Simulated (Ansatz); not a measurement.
# CH4FSeSi: the cost of one run

Program: the Python package of Ansatz 0.2.0. Level of theory: Hartree-Fock/def2-SVP. These are calculated values, not measurements.

### Step 1. The structure

Bond lengths: C1–Se2 1.936 Å, Se2–Si3 2.267 Å, Si3–F4 1.646 Å, C1–H5 1.126 Å, C1–H6 1.186 Å, C1–H7 1.094 Å, Si3–H8 1.543 Å. Angles: C1–Se2–Si3 90.2°, Se2–C1–H5 111.1°, Se2–C1–H6 107.2°, Se2–C1–H7 113.0°, H5–C1–H6 105.0°, H5–C1–H7 112.7°, H6–C1–H7 107.3°, Se2–Si3–F4 112.6°, Se2–Si3–H8 109.0°, F4–Si3–H8 106.5°.

The script holds or builds the structure itself.

### Step 2. The script

File tae_ch4fsesi.py:

```python
"""Atomisation energy of CH4FSeSi at the given geometry."""

from collections import Counter

import ansatz as az

config = {
    "basis_set": "def2-SVP",
    "functional": "hf",
}


def energy(molecule, charge=0, unpaired=0):
    calc = molecule.calculation().basis(gaussian=config["basis_set"]).functional(config["functional"])
    if charge:
        calc = calc.charge(charge)
    if unpaired:
        calc = calc.spin("collinear", total=unpaired)
    return calc.run(threads=1, backend="cpu").report["free_energy_ev"]

geometry_ang = [
    ("C", (-0.2792, 1.0588, -0.3363)),
    ("Se", (-0.981, 0.2125, 1.2568)),
    ("Si", (0.276, -1.6279, 0.8416)),
    ("F", (-0.093, -2.3338, -0.5993)),
    ("H", (-0.5865, 0.497, -1.2624)),
    ("H", (-0.8047, 2.1178, -0.4305)),
    ("H", (0.8, 1.2343, -0.2869)),
    ("H", (1.7606, -1.2159, 0.7611)),
]
system = az.Crystal.molecule()
for symbol, xyz in geometry_ang:
    system = system.atom(symbol, xyz)

# Hund ground states
unpaired = {"C": 2, "Se": 2, "Si": 2, "F": 1, "H": 1}
counts = Counter(site.symbol for site in system.cartesian_sites)
atom_energy = {s: energy(az.Crystal.molecule().atom(s, (0, 0, 0)), 0, unpaired[s]) for s in counts}
whole = energy(system, 0, 1)
for s, e in atom_energy.items():
    print(f"{s:2s} x{counts[s]}  {e:14.5f} eV")
print(f"CH4FSeSi: {whole:.5f} eV")
split = sum(counts[s] * e for s, e in atom_energy.items()) - whole
print(f"atomisation energy (no zero-point term): {96.485332 * split:.1f} kJ/mol, {split / sum(counts.values()):.3f} eV an atom")
```

### Step 3. Launch

Run with:

```console
$ python tae_ch4fsesi.py
```

**Question.** How long does this script take on 1 thread of Arm Neoverse N1, shared host, and how much memory does it need?

About 5.3 s, with a peak of 0.3 GiB.
